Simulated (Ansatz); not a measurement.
This script drives the Ansatz DFT code, driven from Python.

Script `bcl2geh3_bde.py`:
```python
# -*- coding: utf-8 -*-
"""Cost of removing each kind of hydrogen from BCl2GeH3, fragments frozen."""

import logging
import sys

import ansatz as az

logging.basicConfig(stream=sys.stdout, format="%(name)s: %(message)s")
logger = logging.getLogger("bcl2geh3")
logger.setLevel(logging.INFO)

SETTINGS = {
    "basis_set": "6-31G*",
    "functional": "R2SCAN0",
}


def energy_of(molecule, charge=0, unpaired=0):
    calc = molecule.calculation().basis(gaussian=SETTINGS["basis_set"]).functional(SETTINGS["functional"])
    if charge:
        calc = calc.charge(charge)
    if unpaired:
        calc = calc.spin("collinear", total=unpaired)
    return calc.run().report["free_energy_ev"]

GEOMETRY = """
Cl    1.88850   -1.38960    1.22040
B     0.17730   -0.98340    0.49330
Cl   -1.19900   -2.23110    0.59090
Ge   -0.08700    0.80110   -0.41360
H    -0.56750    0.53630   -1.90230
H    -1.30570    1.54670    0.32650
H     1.15470    1.65210   -0.36090
"""

def without(molecule, index):
    rest = az.Crystal.molecule()
    for i, site in enumerate(molecule.cartesian_sites):
        if i != index:
            rest = rest.atom(site.symbol, site.position_ang)
    return rest

system = az.Crystal.molecule()
for line in GEOMETRY.strip().splitlines():
    symbol, *xyz = line.split()
    system = system.atom(symbol, [float(v) for v in xyz])

whole = energy_of(system, 0)
hydrogen = energy_of(az.Crystal.molecule().atom("H", (0, 0, 0)), 0, 1)
logger.info(f"E(molecule) = {whole:.5f} eV, E(H) = {hydrogen:.5f} eV")
for index in [6]:
    radical = energy_of(without(system, index), 0, 1)
    logger.info(f"H{index}: homolysis {23.060548 * (radical + hydrogen - whole):.1f} kcal/mol")
```

It is started by `python bcl2geh3_bde.py`. How long does it take on 1 thread of Arm Neoverse N1, on a shared host, and how much memory does it need?

It took about 36 s, with a peak of 0.38 GiB, for 3 runs of the engine.

```console
$ python bcl2geh3_bde.py
bcl2geh3: E(molecule) = -82278.25864 eV, E(H) = -13.55743 eV
bcl2geh3: H6: homolysis 85.5 kcal/mol
```

Total energies depend on the basis set; only differences at equal settings carry meaning. The geometry is a force-field or estimated start, not a minimum of this method, and the basis set is short of its limit. All parts are taken at fixed geometry, without zero-point energy.
